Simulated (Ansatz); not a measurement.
# CH₂AlClO: one structure at several levels

Aim: energy, forces and dipole at a frame of a short trajectory, from CCSD(T) and from density functionals.

Computed with Ansatz 0.2.0, Gaussian basis. Level: single points in def2-TZVPP.

Correlated methods freeze the cores.

### Step 1. The system as given

SMILES `O=[CH][AlH][Cl]`, 6 atoms, charge 0, spin multiplicity 1.

Atoms are counted from 1 here; the program's logs count them from 0.

Bond lengths: O1–C2 1.224 Å, C2–Al3 2.018 Å, C2–H5 1.156 Å, Al3–Cl4 2.003 Å, Al3–H6 1.673 Å. Angles: O1–C2–Al3 107.7°, O1–C2–H5 120.4°, Al3–C2–H5 131.8°, C2–Al3–Cl4 117.0°, C2–Al3–H6 125.8°, Cl4–Al3–H6 117.1°.

As a file:

```xyz
6
CH2AlClO
O     0.9699   -1.3825   -0.5838
C     1.0029   -0.1720   -0.4062
Al   -0.7830    0.3867    0.3490
Cl   -2.1810   -1.0364    0.5275
H     1.9708    0.4238   -0.6145
H    -1.1728    1.9143    0.9095
```

### Step 2. PBE-D4/def2-TZVPP

Contents of run/in.yaml:

```yaml
crystal:
  periodic: [false, false, false]
  atoms:
    - {symbol: O, position_ang: [0.969864, -1.382506, -0.583824]}
    - {symbol: C, position_ang: [1.002850, -0.172021, -0.406248]}
    - {symbol: Al, position_ang: [-0.783024, 0.386705, 0.349031]}
    - {symbol: Cl, position_ang: [-2.180999, -1.036399, 0.527508]}
    - {symbol: H, position_ang: [1.970827, 0.423798, -0.614500]}
    - {symbol: H, position_ang: [-1.172822, 1.914291, 0.909476]}
basis:
  gaussian: {orbitals: def2-TZVPP}
hamiltonian: {xc: pbe, dispersion: d4}
output: {forces: true}
```

Run with:

```
$ ansatz run in.yaml --threads 2 --pin off --events-out ev --progress --plain --max-ram 3481MiB
```

### Step 3. r2SCAN-D4/def2-TZVPP

Edit run/in.yaml of step 2 so:

```diff
@@ -11,3 +11,3 @@
   gaussian: {orbitals: def2-TZVPP}
-hamiltonian: {xc: pbe, dispersion: d4}
+hamiltonian: {xc: r2scan, dispersion: d4}
 output: {forces: true}
```

### Step 4. PBE0-D4/def2-TZVPP

Edit run/in.yaml of step 3 so:

```diff
@@ -11,3 +11,3 @@
   gaussian: {orbitals: def2-TZVPP}
-hamiltonian: {xc: r2scan, dispersion: d4}
-output: {forces: true}
+hamiltonian: {xc: pbe0, dispersion: d4}
+output: {forces: true, orbitals: {seedname: orbitals}}
```

### Step 5. wB97M-V/def2-TZVPP

Edit run/in.yaml of step 4 so:

```diff
@@ -11,3 +11,3 @@
   gaussian: {orbitals: def2-TZVPP}
-hamiltonian: {xc: pbe0, dispersion: d4}
-output: {forces: true, orbitals: {seedname: orbitals}}
+hamiltonian: {xc: {name: wB97M-V}}
+output: {forces: true}
```

### Step 6. CCSD(T)/def2-TZVPP

Edit run/in.yaml of step 5 so:

```diff
@@ -11,3 +11,3 @@
   gaussian: {orbitals: def2-TZVPP}
-hamiltonian: {xc: {name: wB97M-V}}
+correlation: {method: ccsd_t}
 output: {forces: true}
```

(Steps that only read results are left out.)

Before running it: what results should come out? Wanted: energy less free atoms, CCSD(T)/def2-TZVPP; RMS force component; RMS force error; HOMO and LUMO, PBE0-D4; T1 diagnostic.

The runs gave:

| quantity | value |
| --- | --- |
| energy less free atoms, CCSD(T)/def2-TZVPP | -20.888 eV |
| RMS force component | 0.828 to 0.891 eV/Å over the methods |
| RMS force error | PBE-D4 0.190, r2SCAN-D4 0.302, PBE0-D4 0.438, wB97M-V 0.352 eV/Å |
| HOMO and LUMO, PBE0-D4 | -6.90 and -2.54 eV |
| T1 diagnostic | 0.014 |

**Reading.** Against CCSD(T) the functionals' energies less atoms differ by -1.251 to -0.574 eV, PBE-D4 by -1.251 eV. A larger basis would deepen the CCSD(T) value, while the functionals are nearly converged already, so the order here is not reliable. For forces PBE-D4 does best and PBE0-D4 worst. Frozen-core CCSD(T) forces in triple zeta carry basis errors of their own, and this is one geometry, so small gaps rank nothing.
